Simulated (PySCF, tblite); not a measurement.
# C4H5F2OS radical: geometry, infrared bands and EPR parameters

What infrared bands and EPR parameters should C4H5F2OS radical (`FC(F)O[C@@H]1[CH]CS1`) show?

Computed with tblite 0.8.0 and PySCF 2.14.0, with density-fitted response routines of our own, on a single molecule in the gas phase. Atoms are numbered from 0 throughout.

**1. Starting geometry**

13 atoms, charge 0, multiplicity 2; geometry from: force field or distance geometry start.

Bonds of the start (Å): F0–C1 1.37, C1–F2 1.35, C1–O3 1.41, O3–C4 1.44, C4–C5 1.48, C5–C6 1.46, C6–S7 1.81, S7–C4 1.81, C1–H8 1.10, C4–H9 1.09, C5–H10 1.08, C6–H11 1.10, C6–H12 1.09.

**2. Geometry optimisation with GFN2-xTB**

Job settings and geometry (Å):

```
{"job": {"kind": "relax", "xc": "GFN2-xTB", "basis": "xTB"}, "charge": 0, "multiplicity": 2}
F      2.801000    -0.234300    -0.429800
C      2.002500     0.866900    -0.295100
F      2.593600     1.857100    -0.991000
O      0.753900     0.599400    -0.882100
C      0.070200    -0.540000    -0.318400
C     -1.204800    -0.854600    -0.994600
C     -2.072300    -0.017400    -0.166200
S     -0.863100    -0.154500     1.178800
H      1.938400     1.145700     0.768800
H      0.711300    -1.422000    -0.245200
H     -1.455700    -1.756800    -1.527100
H     -3.050300    -0.477200     0.043100
H     -2.229000     0.988200    -0.551900
```

Run with:

```
$ OMP_NUM_THREADS=1 python probes_run.py task.json out
```

This one command runs all jobs of the session in turn.

**Question.** This job is followed by: GFN2-xTB harmonic vibrations, gas phase; UKS B3LYP, pcH-1 on C F H O S, non-relativistic, mean-field spin-orbit, GIAO. Predict these results of the whole session: strongest single infrared mode (GFN2-xTB); zero-point energy (GFN2-xTB); g(iso) (B3LYP); ⟨S²⟩; largest a(iso); surface potential, 1st and 99th percentile.

**Answer**, as computed:

| quantity | value |
| --- | --- |
| strongest single infrared mode (GFN2-xTB) | 980 cm⁻¹, 279 km/mol |
| zero-point energy (GFN2-xTB) | 52.2 kcal/mol |
| g(iso) (B3LYP) | 2.00147 |
| ⟨S²⟩ | 0.754 (exact 0.75) |
| largest a(iso) | 13C on C5, 128.6 MHz |
| surface potential, 1st and 99th percentile | -0.87 V and 1.28 V |

In words: The optimisation took 100 steps and gained 0.302 eV; among the close pairs (by a distance rule), C4–S7 changed most, from 1.806 to 1.872 Å. No mode is imaginary among the 33: a minimum at this level. The strongest single mode, at 980 cm⁻¹, moves mainly C1 and F0. GFN2-xTB is a fitted tight-binding method: band positions and strengths are rough. Its intensities can rank the bands wrongly. C5 carries the largest spin population, 1.00 e. The isotropic g lies 0.8 ppt below the free-electron value.
